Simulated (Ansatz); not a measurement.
# CH4F4MoO2: one species, many methods

One table from this session's results is given with a row withheld; the runs are named, their logs left out.

Method: functionals in def2-TZVPP, the program's frozen cores in correlated methods; program: Ansatz 0.2.0, Gaussian basis.

Levels to be run: LDA (SPW92), PBE-D4, revPBE-D4, BLYP-D4, r2SCAN-D4, B97M-V, PBE0-D4, B3LYP-D4, r2SCANh-D4, r2SCAN0-D4, HSE06-D4, BHLYP-D4, CAM-B3LYP-D4, LC-ωPBE, ωB97X-V, ωB97M-V, B2PLYP, PBE-QIDH; CCSD(T)/def2-SVP; CCSD(T)/def2-TZVPP; MP2/def2-QZVPP; extrapolation to the limit; RPA on PBE.

**The geometry**

All runs share one geometry, relaxed beforehand with PBE0-D4 in a triple-zeta def2 set. Mo takes the def2 core potential; no spin-orbit term is included.

SMILES `C[O][Mo]([OH])([F])([F])([F])[F]`, 12 atoms, charge 0, spin multiplicity 1.

Atoms are counted from 1 here; the program's logs count them from 0.

Bond lengths: C1–O2 1.396 Å, C1–H9 1.094 Å, C1–H10 1.091 Å, C1–H11 1.093 Å, O2–Mo3 1.800 Å, Mo3–O4 1.863 Å, Mo3–F5 1.855 Å, Mo3–F6 1.845 Å, Mo3–F7 1.862 Å, Mo3–F8 1.839 Å, O4–H12 0.963 Å. Angles: O2–C1–H9 108.6°, O2–C1–H10 108.8°, O2–C1–H11 108.8°, H9–C1–H10 110.6°, H9–C1–H11 110.1°, H10–C1–H11 110.0°, C1–O2–Mo3 143.3°, O2–Mo3–O4 89.8°, O2–Mo3–F5 168.0°, O2–Mo3–F6 100.3°, O2–Mo3–F7 85.0°, O2–Mo3–F8 94.9°, O4–Mo3–F5 83.1°, O4–Mo3–F6 169.8°, O4–Mo3–F7 95.1°, O4–Mo3–F8 92.7°, F5–Mo3–F6 87.1°, F5–Mo3–F7 86.0° and more.

Coordinates:

| atom | x (Å) | y (Å) | z (Å) |
| --- | --- | --- | --- |
| C1 | 0.85832 | -1.76286 | 0.49892 |
| O2 | 0.08959 | -0.62152 | 0.73663 |
| Mo3 | -0.34214 | 0.99203 | 0.06663 |
| O4 | -1.34129 | 0.16406 | -1.27014 |
| F5 | -0.64737 | 2.50968 | -0.95502 |
| F6 | 0.52277 | 2.09140 | 1.27031 |
| F7 | 1.27957 | 0.86826 | -0.83932 |
| F8 | -1.81392 | 1.22105 | 1.14512 |
| H9 | 1.74945 | -1.47199 | -0.06534 |
| H10 | 1.13799 | -2.20410 | 1.45686 |
| H11 | 0.26302 | -2.47344 | -0.08015 |
| H12 | -1.75600 | 0.68742 | -1.96448 |

Set-up of the first run:

Input file in.yaml:

```yaml
crystal:
  periodic: [false, false, false]
  atoms:
    - {symbol: C, position_ang: [0.858324, -1.762859, 0.498916]}
    - {symbol: O, position_ang: [0.089586, -0.621517, 0.736626]}
    - {symbol: Mo, position_ang: [-0.342136, 0.992031, 0.066631]}
    - {symbol: O, position_ang: [-1.341294, 0.164065, -1.270143]}
    - {symbol: F, position_ang: [-0.647373, 2.509676, -0.955017]}
    - {symbol: F, position_ang: [0.522772, 2.091402, 1.270306]}
    - {symbol: F, position_ang: [1.279568, 0.868259, -0.839324]}
    - {symbol: F, position_ang: [-1.813921, 1.221048, 1.145118]}
    - {symbol: H, position_ang: [1.749450, -1.471989, -0.065343]}
    - {symbol: H, position_ang: [1.137988, -2.204102, 1.456861]}
    - {symbol: H, position_ang: [0.263024, -2.473444, -0.080148]}
    - {symbol: H, position_ang: [-1.755997, 0.687421, -1.964484]}
basis:
  gaussian: {orbitals: def2-TZVPP}
hamiltonian: {xc: lda}
output: {orbitals: {seedname: orbitals}}
```

The run is started by

```
ansatz run in.yaml --threads 4 --pin off --events-out ev --progress --plain --max-ram 66560MiB --backend cuda --devices 0, --max-vram 37GiB
```

Among the steps run: LDA; PBE-D4 (GGA); revPBE-D4 (GGA); BLYP-D4 (GGA); r2SCAN-D4 (meta-GGA); B97M-V (meta-GGA); B3LYP-D4 (hybrid); r2SCANh-D4 (hybrid); r2SCAN0-D4 (hybrid); HSE06-D4 (hybrid); BHLYP-D4 (hybrid); CAM-B3LYP-D4 (range-separated); LC-ωPBE (range-separated); ωB97X-V (range-separated); ωB97M-V (range-separated); B2PLYP (double hybrid); PBE-QIDH (double hybrid).

One of the session's tables, all rows but one given; the rest of the session is left out.

It belongs to the step «Frontier levels by functional». 

```
  functional  HOMO (eV)  LUMO (eV)  gap (eV)
 LDA (SPW92)      -8.60      -4.73      3.87
      PBE-D4      -8.40      -4.51      3.89
   revPBE-D4      -8.32      -4.42      3.90
     BLYP-D4      -8.33      -4.46      3.87
   r2SCAN-D4      -8.82      -4.63      4.19
      B97M-V      -8.94      -4.66      4.28
     PBE0-D4     -10.13      -4.04      6.08
    B3LYP-D4      -9.88      -4.26      5.62
  r2SCANh-D4      -9.46      -4.44      5.03
  r2SCAN0-D4     -10.41      -4.12      6.29
    HSE06-D4      -9.72      -4.42      5.30
    BHLYP-D4          ?          ?         ?
CAM-B3LYP-D4     -11.60      -3.04      8.56
     LC-ωPBE     -12.88      -1.86     11.02
     ωB97X-V     -12.56      -1.94     10.63
     ωB97M-V     -12.49      -1.96     10.54
```

Q: Estimate the row for BHLYP-D4 from the others.

Worked estimate for «HOMO (eV)». Against the share of exact exchange, BLYP-D4 (0, -8.33), B3LYP-D4 (0.2, -9.88) give a slope of -7.75 per unit share; at 0.5 the line stands at -12.20.

**Answer.** HOMO (eV): -11.76; LUMO (eV): -3.43; gap (eV): 8.33. In «HOMO (eV)» the line misses by -0.44.
